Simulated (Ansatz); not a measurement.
# CH3ClInN: the cost of one run

Program: Ansatz 0.2.0, Gaussian basis. Level of theory: the settings change from run to run. These are calculated values, not measurements.

### Step 1. The molecule

An earlier PBE0-D4 in a triple-zeta def2 set relaxation fixed the geometry. In takes a core potential in def2 sets; no spin-orbit term is included.

7 atoms, charge 0, spin multiplicity 1.

Atoms are counted from 1 here; the program's logs count them from 0.

Bond lengths: Cl1–In2 2.479 Å, C3–N4 1.259 Å, C3–H5 1.093 Å, C3–H6 1.090 Å, N4–H7 1.021 Å. Angles: N4–C3–H5 123.6°, N4–C3–H6 119.2°, H5–C3–H6 117.1°, C3–N4–H7 115.2°.

Geometry (Å):

```xyz
7

Cl   -0.5437   -3.0093   -0.4695
In   -1.6290   -1.5128    1.1824
C     0.4470    1.2726   -0.0210
N     0.0549    0.0762   -0.0221
H     1.2176    1.6580   -0.6935
H     0.0039    1.9771    0.6836
H     0.5104   -0.5297   -0.7056
```

### Step 2. B3LYP5/def2-TZVP

Set apart from the defaults: coordinates scaled by 1.12, finite nuclei, high accuracy.

Contents of in.yaml:

```yaml
crystal:
  periodic: [false, false, false]
  atoms:
    - {symbol: Cl, position_ang: [-0.608941, -3.370420, -0.525856]}
    - {symbol: In, position_ang: [-1.824465, -1.694387, 1.324286]}
    - {symbol: C, position_ang: [0.500691, 1.425309, -0.023476]}
    - {symbol: N, position_ang: [0.061528, 0.085394, -0.024789]}
    - {symbol: H, position_ang: [1.363712, 1.856953, -0.776713]}
    - {symbol: H, position_ang: [0.004369, 2.214408, 0.765580]}
    - {symbol: H, position_ang: [0.571651, -0.593306, -0.790328]}
basis:
  gaussian: {orbitals: def2-TZVP, nuclear_model: gaussian}
hamiltonian: {xc: {name: B3LYP5}}
accuracy: high
output: {forces: true}
```

Command:

```sh
$ ansatz run in.yaml --threads 2 --pin off --events-out ev --progress --plain --max-ram 4352MiB
```

What time and memory should one allow on 2 threads of Arm Neoverse V1, shared host?

About 16 s, with a peak of 0.76 GiB.
